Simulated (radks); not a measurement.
# Zn²⁺ in [Ar] 3d8 4f2: an all-electron calculation

The task here is to estimate one member of a computed series from the others.

Program: radks (a radial shooting solver on a logarithmic mesh, Libxc functionals) version 1. Level of theory: Dirac Kohn-Sham, PBE, spin-unpolarised, spherical densities, point nucleus; open shells fill j = l - 1/2 first. These are calculated values, not measurements, unless marked.

### The atom as given

| Item | Value |
| --- | --- |
| element | zinc (Z = 30) |
| charge | +2 |
| electrons | 28 |
| configuration | [Ar] 3d8 4f2 |

Set-up of the first run:

Input:

```text
Z 30
configuration [Ar] 3d8 4f2 4s0 4p0
relativity Dirac
functional pbe,pbe
spin unpolarised
j_filling energy
nucleus point
c 137.035999084
```

Launch:

```
$ python run_ks.py task.json out
```

This one command runs every case of the session in turn.

Among the steps run: Self-consistent calculation.

One table of the session follows, with a row left open; its other results are not shown here.

It belongs to the step «Shells». Radial moments (bohr):

```
level      <r>  outermost maximum (interpolated)  90 % within  nodes
1s1/2  0.05031                            0.0329       0.0899      0
2s1/2   0.2259                             0.189        0.350      1
2p1/2   0.1959                             0.150        0.321      0
2p3/2        ?                                 ?            ?      ?
3s1/2   0.6719                             0.586         1.00      2
3p1/2   0.6905                             0.583         1.06      1
3p3/2   0.7002                             0.591         1.07      1
3d3/2   0.7720                             0.549         1.29      0
3d5/2   0.7759                             0.551         1.30      0
4s1/2    1.896                              1.68         2.77      3
4p1/2    2.173                              1.89         3.22      2
4p3/2    2.197                              1.91         3.25      2
4f5/2    4.844                              4.31         7.09      0
4f7/2    4.845                              4.32         7.09      0
```

**Question.** Estimate the row for 2p3/2.

**Answer.** <r>: 0.1993; outermost maximum (interpolated): 0.153; 90 % within: 0.326; nodes: 0. In the column «<r>» it lies between 2p1/2 (0.1959) and 2s1/2 (0.2259).
